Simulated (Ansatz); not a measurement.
# Cl2H4O2Si2: up Jacob's ladder to CCSD(T)

The task here is to estimate one member of a computed series from the others.

Method: functionals in def2-TZVPP, the program's frozen cores in correlated methods; program: Ansatz 0.2.0, Gaussian basis.

Levels to be run: PBE-D4, r2SCAN-D4, PBE0-D4, B3LYP-D4, ωB97X-V, ωB97M-V, B2PLYP; CCSD(T)/def2-TZVPP; MP2/def2-QZVPP; extrapolation to the limit.

## The relaxed structure

An earlier PBE0-D4 in a triple-zeta def2 set relaxation fixed the geometry.

SMILES `O[SiH](O)[SiH](Cl)Cl`, 10 atoms, charge 0, spin multiplicity 1.

Atoms are counted from 1 here; the program's logs count them from 0.

Bond lengths: O1–Si2 1.633 Å, O1–H7 0.959 Å, Si2–O3 1.643 Å, Si2–Si4 2.344 Å, Si2–H8 1.491 Å, O3–H9 0.959 Å, Si4–Cl5 2.053 Å, Si4–Cl6 2.064 Å, Si4–H10 1.480 Å. Angles: Si2–O1–H7 118.9°, O1–Si2–O3 108.5°, O1–Si2–Si4 105.8°, O1–Si2–H8 112.5°, O3–Si2–Si4 111.0°, O3–Si2–H8 109.4°, Si4–Si2–H8 109.6°, Si2–O3–H9 118.1°, Si2–Si4–Cl5 110.2°, Si2–Si4–Cl6 105.8°, Si2–Si4–H10 117.2°, Cl5–Si4–Cl6 108.8°, Cl5–Si4–H10 107.4°, Cl6–Si4–H10 107.0°.

The first run:

Input file in.yaml:

```yaml
crystal:
  periodic: [false, false, false]
  atoms:
    - {symbol: O, position_ang: [-1.325154, 1.498644, 0.284104]}
    - {symbol: Si, position_ang: [-0.620360, 0.039997, 0.490686]}
    - {symbol: O, position_ang: [-1.628455, -1.113800, -0.103233]}
    - {symbol: Si, position_ang: [1.378392, 0.119939, -0.730412]}
    - {symbol: Cl, position_ang: [2.755133, 1.295470, 0.237445]}
    - {symbol: Cl, position_ang: [2.081139, -1.819430, -0.788650]}
    - {symbol: H, position_ang: [-2.171183, 1.668182, 0.702527]}
    - {symbol: H, position_ang: [-0.320735, -0.252479, 1.922061]}
    - {symbol: H, position_ang: [-1.446792, -2.029169, 0.116506]}
    - {symbol: H, position_ang: [1.298026, 0.592657, -2.131033]}
basis:
  gaussian: {orbitals: def2-TZVPP}
hamiltonian: {xc: pbe, dispersion: d4}
output: {forces: true, orbitals: {seedname: orbitals}}
```

Started as:

```console
$ ansatz run in.yaml --threads 2 --pin off --events-out ev --progress --plain --max-ram 22528MiB --backend cuda --devices 0, --max-vram 18GiB
```

Among the steps run: PBE-D4 (GGA); r2SCAN-D4 (meta-GGA); PBE0-D4 (hybrid); B3LYP-D4 (hybrid); ωB97X-V (range-separated); ωB97M-V (range-separated); B2PLYP (double hybrid); CCSD(T) in def2-TZVPP; MP2 in def2-QZVPP.

One of the session's tables, all rows but one given; the rest of the session is left out.

| method | atomisation energy (kJ/mol) |
| --- | --- |
| PBE-D4 | 3563.1 |
| r2SCAN-D4 | 3546.8 |
| PBE0-D4 | 3499.8 |
| B3LYP-D4 | 3497.2 |
| ωB97X-V | 3553.2 |
| ωB97M-V | 3547.0 |
| B2PLYP | 3469.3 |
| HF/def2-TZVPP | 2540.3 |
| MP2/def2-TZVPP | ? |
| CCSD/def2-TZVPP | 3366.8 |
| CCSD(T)/def2-TZVPP | 3426.2 |
| MP2/CBS | 3657.1 |
| CCSD(T)/CBS | 3554.0 |

**Question.** Estimate the row for MP2/def2-TZVPP.

**Answer.** atomisation energy (kJ/mol): 3529.2. In the column «atomisation energy (kJ/mol)» it lies between PBE0-D4 (3499.8) and r2SCAN-D4 (3546.8).

Limits of these values: Free atoms (2 O, 2 Si, 2 Cl, 4 H) were run apart at each level; the atomisation energy is their sum less the molecule, without zero-point or spin-orbit terms.
